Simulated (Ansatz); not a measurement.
**GaGe: equation of state with PBE**

Crystal: GaGe.

```
Ge Ga
1.0
     0.00000    2.89784    2.89784
     2.89784    0.00000    2.89784
     2.89784    2.89784    0.00000
Ge Ga
1 1
Direct
  0.00000 0.00000 0.00000
  0.25000 0.25000 0.25000
```

The cell comes from a database or a generator and needn't be the stable form of this composition.

| Quantity | Value |
| --- | --- |
| Program | Ansatz 0.2.0 |
| Task | equation of state |
| Functional | PBE |
| Potentials or basis | SPMS NC |
| Cutoff | 925 eV |
| Density cutoff | 3701 eV |
| k mesh | 8 × 8 × 8 |
| Occupations | fermi-dirac, width 0.05 eV |
| Spin | no spin polarisation |

```json
{"Equilibrium volume": "24.53 Å³/atom", "Bulk modulus": "48 GPa", "Pressure derivative of the bulk modulus": "4.7"}
```

Energy against volume, from the lowest point:
| volume (Å³/atom) | energy (meV/atom) |
| --- | --- |
| 22.875 | 19.09 |
| 23.361 | 9.03 |
| 23.848 | 2.80 |
| 24.335 | 0.00 |
| 24.821 | 0.26 |
| 25.308 | 3.25 |
| 25.795 | 8.67 |

All runs of the series together: 20 s on 2 threads of Arm Neoverse V2 (shared host).
